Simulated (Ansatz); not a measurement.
# La2SiF2: the cost of one run

Method: DFT PBE, scalar-relativistic, plane waves, PAW, in Ansatz 0.2.0.

## 1. The system as given

The structure is tetragonal, space group P4mm (No. 99). Conventional cell: a = 4.440 Å, b = 4.440 Å, c = 5.852 Å, α = 90.00°, β = 90.00°, γ = 90.00°. La (site symmetry 2mm) has 1 F at 2.61 Å and 2 Si at 2.76 Å as nearest neighbours. Around Si (site symmetry 4mm) lie 4 F at 2.43 Å and 4 La at 2.76 Å. Around F (site symmetry 2mm) lie 2 Si at 2.43 Å and 1 La at 2.61 Å.

Coordinates:

```cif
data_structure
_symmetry_space_group_name_H-M 'P4mm'
_symmetry_Int_Tables_number 99
_cell_length_a 4.4405
_cell_length_b 4.4405
_cell_length_c 5.8523
_cell_angle_alpha 90.000
_cell_angle_beta 90.000
_cell_angle_gamma 90.000
_cell_volume 115.39
loop_
_atom_site_label
_atom_site_type_symbol
_atom_site_symmetry_multiplicity
_atom_site_Wyckoff_symbol
_atom_site_fract_x
_atom_site_fract_y
_atom_site_fract_z
_atom_site_occupancy
La1 La 2 c 0.50000 0.00000 0.53717 1
Si1 Si 1 a 0.00000 0.00000 0.25779 1
F1 F 2 c 0.50000 0.00000 0.09074 1
```

A structure generator made this guess: random cell by space group and Wyckoff sites (P4mm, No. 99). The dimensions are guesses.

## 2. The guess as it stands, on a coarse mesh

The input, input.yaml:

```yaml
crystal:
  lattice:
    - [4.4404512, 0.0, 0.0]
    - [0.0, 4.4404512, 0.0]
    - [0.0, 0.0, 5.85233761]
  atoms:
    - { symbol: La, position: [0.5, 0.0, 0.53716604] }
    - { symbol: La, position: [0.0, 0.5, 0.53716604] }
    - { symbol: Si, position: [0.0, 0.0, 0.25779017] }
    - { symbol: F, position: [0.5, 0.0, 0.09074407] }
    - { symbol: F, position: [0.0, 0.5, 0.09074407] }
basis:
  ecutwfc: 420
kpoints:
  mp_grid: { grid: [4, 4, 4] }
hamiltonian:
  xc: pbe
scf:
  occupations: { method: gaussian, width: 0.1 }
  lower_state_search: "off"
output:
  forces: true
  stress: true
  eigenvalues: true
```

Command:

```console
ansatz run input.yaml --threads 1 --pin off --max-ram 2560MiB --backend cpu --events-out ev --progress --plain --runs-dir out
```

Q: Estimate wall time and peak memory on 1 thread of Arm Neoverse V2, shared host.

About 4.6 s, with a peak of 0.33 GiB.
